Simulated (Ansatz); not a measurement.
Here is an Ansatz input file for KCdF3, space group Pm-3m. Write the same calculation for the Python package.

```yaml
crystal:
  lattice:
    - [4.382089, 0.0, 0.0]
    - [0.0, 4.382089, 0.0]
    - [0.0, 0.0, 4.382089]
  atoms:
    - { symbol: K, position: [0.0, 0.0, 0.0] }
    - { symbol: Cd, position: [0.5, 0.5, 0.5] }
    - { symbol: F, position: [0.0, 0.5, 0.5] }
    - { symbol: F, position: [0.5, 0.0, 0.5] }
    - { symbol: F, position: [0.5, 0.5, 0.0] }
kpoints:
  mp_grid:
    grid: [4, 4, 4]
hamiltonian:
  xc: pbesol
  dispersion: d3bj
scf:
  occupations:
    method: fixed
output:
  band_densities:
    - { bands: [v2, v1] }
    - { bands: [c1, c2] }
```

`run_partial.py`:
```python
'''Densities of the top valence and bottom conduction bands of KCdF3.'''

import itertools

import ansatz as az
import numpy as np

FUNCTIONAL = 'pbesol'
DISPERSION = 'd3bj'
MESH = (4, 4, 4)
FILLING = 'fixed'


def main() -> None:
    kcdf3 = (
        az.Lattice.of([4.382089, 0.0, 0.0], [0.0, 4.382089, 0.0], [0.0, 0.0, 4.382089])
        .atom('K', [0.0, 0.0, 0.0])
        .atom('Cd', [0.5, 0.5, 0.5])
        .atom('F', [0.0, 0.5, 0.5])
        .atom('F', [0.5, 0.0, 0.5])
        .atom('F', [0.5, 0.5, 0.0])
    )

    calculation = (
        kcdf3.calculation()
        .functional(FUNCTIONAL, dispersion=DISPERSION)
        .kpoints(mesh=MESH)
        .occupations(FILLING)
        .band_densities([('v2', 'v1'), ('c1', 'c2')])
    )
    session = calculation.session()
    planned = session.plan(threads=1)
    result = planned.execute()
    report = result.report
    # share of each window within a sphere about each atom, summed on the grid
    cell = np.asarray(result.lattice.cell_ang)
    for names, window in zip([('v2', 'v1'), ('c1', 'c2')], result.band_densities().windows):
        density = window.outcome.density
        rho = density.channels[0].density_e_per_ang3
        axes = density.fft_grid_basis @ cell
        points = np.stack(np.meshgrid(*(np.arange(n) / n for n in rho.shape), indexing='ij'), axis=-1)
        print('bands', names, 'electrons', np.round(window.outcome.n_electrons, 3), 'peak', round(float(rho.max()), 3), 'e/A^3')
        for index, site in enumerate(result.lattice.sites):
            offset = points - np.asarray(site.position_ang) @ np.linalg.inv(axes)
            offset -= np.round(offset)
            distance = np.min([np.linalg.norm((offset + image) @ axes, axis=-1) for image in itertools.product((-1, 0, 1), repeat=3)], axis=0)
            print(f'   {index} {site.symbol:2s} {100 * rho[distance < 1.2].sum() / rho.sum():5.1f} % within 1.2 A')


if __name__ == '__main__':
    main()
```

```console
$ python run_partial.py
DeckWarning: basis.ecutwfc = 420 eV, auto-derived from the records' recommended cutoffs: set by K (normal level)
bands ('v2', 'v1') electrons [4.] peak 2.327 e/A^3
   0 K    0.1 % within 1.2 A
   1 Cd  18.7 % within 1.2 A
   2 F   26.0 % within 1.2 A
   3 F   26.0 % within 1.2 A
   4 F   26.0 % within 1.2 A
bands ('c1', 'c2') electrons [4.] peak 0.905 e/A^3
   0 K    8.8 % within 1.2 A
   1 Cd  15.2 % within 1.2 A
   2 F    8.9 % within 1.2 A
   3 F    8.9 % within 1.2 A
   4 F    8.9 % within 1.2 A
```
(Warnings from the package without file and line.)

Reading the output:
- This cell is a computed structure, which may not be the phase found in nature.
- The windows are summed over all k-points with every state counted as full, the empty ones too; where a window cuts a degenerate level its bands share the weight. Values near the nuclei depend on the potentials. Spheres that overlap count density twice, so shares are no populations.
- The whole script took 2.6 s on 1 thread of Arm Neoverse V1, with other jobs on the host, peak memory 0.38 GiB.

(Lines on the test bed's own set-up are left out of the output.)
